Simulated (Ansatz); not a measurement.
FK, an active-space calculation

With the Ansatz DFT code, driven from Python.

Run as a notebook:

```python
import ansatz
```

```python
mol = (
    ansatz.Crystal.molecule()
    .atom("K", (0.0, 0.0, 0.0))
    .atom("F", (0.0, 0.0, 2.56))
)
```

```python
calculation = (
    mol.calculation()
    .basis(gaussian="def2-SVP")
    .correlation(active_electrons=4, active_orbitals=4)
)
for method in [None, "sc_nevpt2", "fic_mrcisd_q"]:
    data = (calculation if method is None else calculation.correlation(method)).run().report
    space = data["configurations"]
    state = space["states"][0]
    print(method or "casscf", f"total {data['free_energy_ev'] / 27.211386246:.6f} Ha, active-space state {state['energy']['hartree']:.6f} Ha, mean field {data['reference_energy_ev'] / 27.211386246:.6f} Ha")
    print("  determinants", state["n_determinants"], " natural occupations", [round(n, 3) for n in space["natural_occupations"]])
print("effectively unpaired electrons, sum of min(n, 2 - n):", round(sum(min(n, 2 - n) for n in space["natural_occupations"]), 3))
```

    casscf total -698.493590 Ha, active-space state -698.493590 Ha, mean field -698.446066 Ha
      determinants 36  natural occupations [1.984, 1.983, 0.017, 0.016]
    sc_nevpt2 total -698.683048 Ha, active-space state -698.493581 Ha, mean field -698.446066 Ha
      determinants 20  natural occupations [1.984, 1.983, 0.017, 0.016]
    fic_mrcisd_q total -698.698516 Ha, active-space state -698.493581 Ha, mean field -698.446066 Ha
      determinants 20  natural occupations [1.984, 1.983, 0.017, 0.016]
    effectively unpaired electrons, sum of min(n, 2 - n): 0.064

Total energies depend on the basis set; only differences at equal settings carry meaning. The geometry is a force-field or estimated start, not a minimum of this method, and the basis set is short of its limit. The active space starts as a window about the frontier orbitals and is then optimised, not chosen by chemistry. Wall time of the script: 4.7 s on 1 thread of Arm Neoverse V1, with other jobs on the host, peak memory 0.16 GiB.
